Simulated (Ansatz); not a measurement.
# CH5SiTe radical: how energies converge with the basis set

One table from this session's results is given with a row withheld; the runs are named, their logs left out.

Method: one geometry, several basis sets; program: Ansatz 0.2.0, Gaussian basis.

Plan: PBE0-D4/def2-SVP; ωB97M-V/def2-SVP; PBE0-D4/def2-QZVPP; ωB97M-V/def2-QZVPP; the functionals' def2-TZVPP values are taken from earlier runs.

## The relaxed structure

An earlier PBE0-D4 in a triple-zeta def2 set relaxation fixed the geometry. Te takes the def2 core potential; no spin-orbit term is included.

8 atoms, charge 0, spin multiplicity 2.

Atoms are counted from 1 here; the program's logs count them from 0.

Bond lengths: C1–Si2 1.867 Å, C1–H4 1.094 Å, C1–H5 1.092 Å, C1–H6 1.092 Å, Si2–Te3 2.491 Å, Si2–H7 1.488 Å, Si2–H8 1.489 Å. Angles: Si2–C1–H4 110.3°, Si2–C1–H5 110.6°, Si2–C1–H6 110.6°, H4–C1–H5 108.4°, H4–C1–H6 108.6°, H5–C1–H6 108.2°, C1–Si2–Te3 113.6°, C1–Si2–H7 110.6°, C1–Si2–H8 110.9°, Te3–Si2–H7 107.4°, Te3–Si2–H8 105.3°, H7–Si2–H8 108.7°.

The first run:

Contents of in.yaml:

```yaml
crystal:
  periodic: [false, false, false]
  atoms:
    - {symbol: C, position_ang: [-0.676066, 0.774446, -0.166222]}
    - {symbol: Si, position_ang: [0.498819, -0.673588, -0.069880]}
    - {symbol: Te, position_ang: [1.757012, -0.798540, 2.076785]}
    - {symbol: H, position_ang: [-1.204509, 0.771089, -1.123764]}
    - {symbol: H, position_ang: [-0.133088, 1.717236, -0.074648]}
    - {symbol: H, position_ang: [-1.412303, 0.726017, 0.638293]}
    - {symbol: H, position_ang: [1.500430, -0.610464, -1.168220]}
    - {symbol: H, position_ang: [-0.238295, -1.963298, -0.168142]}
basis:
  gaussian: {orbitals: def2-SVP}
magnetization: {spin_polarized: true, initial_magnetization: 1}
hamiltonian: {xc: pbe0, dispersion: d4}
output: {orbitals: {seedname: orbitals}}
```

Among the steps run: PBE0-D4 in def2-SVP; ωB97M-V in def2-SVP; PBE0-D4 in def2-QZVPP; ωB97M-V in def2-QZVPP.

One of the session's tables, all rows but one given; the rest of the session is left out.

It belongs to the step «Functionals by basis». 

```
functional       basis  HOMO (eV)  LUMO (eV)
   PBE0-D4    def2-SVP      -6.13      -4.09
   PBE0-D4  def2-TZVPP      -6.23      -4.09
   PBE0-D4  def2-QZVPP      -6.26      -4.09
   ωB97M-V    def2-SVP      -8.18      -2.06
   ωB97M-V  def2-TZVPP          ?          ?
   ωB97M-V  def2-QZVPP      -8.32      -2.16
```

**Question.** Estimate the row for ωB97M-V, def2-TZVPP.

As computed: HOMO (eV): -8.30; LUMO (eV): -2.15. In the column «HOMO (eV)» it lies between ωB97M-V, def2-QZVPP (-8.32) and ωB97M-V, def2-SVP (-8.18).
